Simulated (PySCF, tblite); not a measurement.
**C₄H₈FN₃Si: geometry, infrared bands and NMR shifts**

What infrared bands and NMR shifts should C₄H₈FN₃Si (`C[SiH](C)n1ncc(F)n1`) show?

The runs use tblite 0.8.0 and PySCF 2.14.0, with density-fitted response routines of our own; the level of theory stands in each step. All values are computed, except where a source is named. Atoms are numbered from 0 throughout.

### Step 1. The molecule as given

17 atoms, charge 0, multiplicity 1; geometry from: force field or distance geometry start.

Bonds of the start (Å): C0–Si1 1.84, Si1–C2 1.85, Si1–N3 1.79, N3–N4 1.33, N4–C5 1.36, C5–C6 1.39, C6–F7 1.36, C6–N8 1.36, N8–N3 1.32, C0–H9 1.13, C0–H10 1.10, C0–H11 1.12, Si1–H12 1.50, C2–H13 1.11, C2–H14 1.11, C2–H15 1.13, C5–H16 1.10.

### Step 2. Optimising the geometry with GFN2-xTB

Job settings and geometry (Å):

```
{"job": {"kind": "relax", "xc": "GFN2-xTB", "basis": "xTB"}, "charge": 0, "multiplicity": 1}
C     -1.907000    -1.346900    -0.325100
Si    -0.991600     0.030700     0.479000
C     -1.544200     1.644100    -0.250400
N      0.786600    -0.122800     0.301600
N      1.543000    -1.143300     0.697300
C      2.830100    -0.855700     0.363900
C      2.828600     0.399400    -0.240100
F      3.927100     1.051000    -0.702500
N      1.534800     0.815100    -0.253000
H     -2.932600    -0.992900    -0.637300
H     -1.414800    -1.796800    -1.197600
H     -2.078100    -2.170900     0.419000
H     -1.246100     0.056500     1.961200
H     -2.572800     1.902400     0.092500
H     -1.594800     1.546600    -1.358300
H     -0.880000     2.491600     0.083500
H      3.704700    -1.496100     0.556400
```

Command:

```bash
OMP_NUM_THREADS=1 python probes_run.py task.json out
```

One launch serves the whole session: the jobs run in the order shown.

**Question.** This job is followed by: GFN2-xTB harmonic vibrations, gas phase; GIAO PBE0/pcSseg-1 NMR shielding, non-relativistic, gas phase. What will the session give for the following? strongest single infrared mode (GFN2-xTB); zero-point energy (GFN2-xTB); ¹³C shifts against TMS (PBE0/pcSseg-1, means over atoms taken as alike); ¹H shifts against TMS (PBE0/pcSseg-1, means over atoms taken as alike); ²⁹Si shifts against TMS (PBE0/pcSseg-1); ¹⁵N shifts against NH3 (PBE0/pcSseg-1); ¹⁹F shifts against CFCl3 (PBE0/pcSseg-1).

As calculated:

| quantity | value |
| --- | --- |
| strongest single infrared mode (GFN2-xTB) | 2224 cm⁻¹, 287 km/mol |
| zero-point energy (GFN2-xTB) | 76.2 kcal/mol |
| ¹³C shifts against TMS (PBE0/pcSseg-1, means over atoms taken as alike) | 174.6, 126.7, -1.7 ppm |
| ¹H shifts against TMS (PBE0/pcSseg-1, means over atoms taken as alike) | 7.56, 5.42, 0.68 ppm |
| ²⁹Si shifts against TMS (PBE0/pcSseg-1) | 1.1 ppm |
| ¹⁵N shifts against NH3 (PBE0/pcSseg-1) | 383.6, 342.2, 264.6 ppm |
| ¹⁹F shifts against CFCl3 (PBE0/pcSseg-1) | -157.3 ppm |

What this shows: Relaxing lowered the energy by 0.554 eV in 102 steps; the close pair that moved most is C0–Si1, from 1.839 to 1.895 Å. The lowest mode is slightly imaginary (8i cm⁻¹), a soft motion within the noise of the Hessian, so the minimum is not strictly shown. The strongest single mode, at 2224 cm⁻¹, moves mainly H12. GFN2-xTB is a fitted tight-binding method: band positions and strengths are rough. Its intensities can rank the bands wrongly. At PBE0/pcSseg-1: The largest span, 549 ppm, is at N4, where the paramagnetic term is -441 ppm. NICS(1)zz of -31 ppm above the planar ring from N3 marks a diatropic (aromatic) ring current.
